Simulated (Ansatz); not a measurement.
# WNH₂+ (septet): from Hartree-Fock to the top rungs, def2-SVP

An exercise on one series of results from a longer session: the logs are not shown, and one member is left open.

Method: def2-SVP, core rule «outside noble gas», up to 5 orbitals frozen; program: Ansatz 0.2.0, Gaussian basis.

The runs, in order: UHF; CCSD(T) on ROHF; CCSD(T) on UHF; CISD; CCSDT(Q) on ROHF; CCSDT(Q) on UHF.

20 further runs of the same task are left out: 7 for a known fault of the program, 3 that didn't finish, 10 set aside as unsound or not needed.

## What is computed

The geometry is a PBE0/def2-TZVP stationary point (not a proven minimum) of the parent state, kept for this charge and spin. No spin-orbit coupling is included. Elements past krypton take def2 core potentials.

4 atoms, charge 1, spin multiplicity 7.

Atoms are counted from 1 here; the program's logs count them from 0.

Bond lengths: W1–N2 1.857 Å, N2–H3 1.019 Å, N2–H4 1.019 Å. Angles: W1–N2–H3 124.3°, W1–N2–H4 124.3°, H3–N2–H4 111.5°.

The first run:

in.yaml

```yaml
crystal:
  periodic: [false, false, false]
  atoms:
    - {symbol: W, position_ang: [0.000000, 0.000000, 0.154659]}
    - {symbol: N, position_ang: [0.000000, 0.000000, -1.702344]}
    - {symbol: H, position_ang: [0.000000, 0.842554, -2.276045]}
    - {symbol: H, position_ang: [0.000000, -0.842554, -2.276045]}
basis:
  gaussian: {orbitals: def2-SVP}
total_charge: 1
magnetization: {spin_polarized: true, initial_magnetization: 6}
hamiltonian: {xc: hf}
output: {orbitals: {seedname: orbitals}}
```

Launch:

```sh
$ ansatz run in.yaml --threads 1 --pin off --events-out ev --progress --plain --max-ram 2393MiB
```

Steps of the session up to this table: UHF; CCSD(T) on ROHF; CCSD(T) on UHF; CISD; CCSDT(Q) on ROHF; CCSDT(Q) on UHF.

One table of the session follows, with a row left open; its other results are not shown here.

It belongs to the step «Misses and costs». 

```
   method  from RCCSDT(Q) (kJ/mol)
     ROHF                        ?
      UHF                   +581.3
     RMP2                    +74.8
     UMP2                    +65.1
    RCCSD                    +13.2
    UCCSD                     +2.7
 RCCSD(T)                     +2.0
 UCCSD(T)                     -8.3
   RCCSDT                     +0.6
   UCCSDT                     -9.7
RCCSDT(Q)                        0
UCCSDT(Q)                    -10.3
```

Estimate the missing values for ROHF.

As computed: from RCCSDT(Q) (kJ/mol): +602.8. In the column «from RCCSDT(Q) (kJ/mol)» it is the highest.

Not comparable, so not listed: CISD (they don't share determinant, frozen orbitals or solution with the rows shown, or repeat one).

Caveats from the session: Restricted and unrestricted rows rest on different reference determinants; where their highest levels disagree by more than a few hundredths of an eV, they describe different states and don't form one ladder.
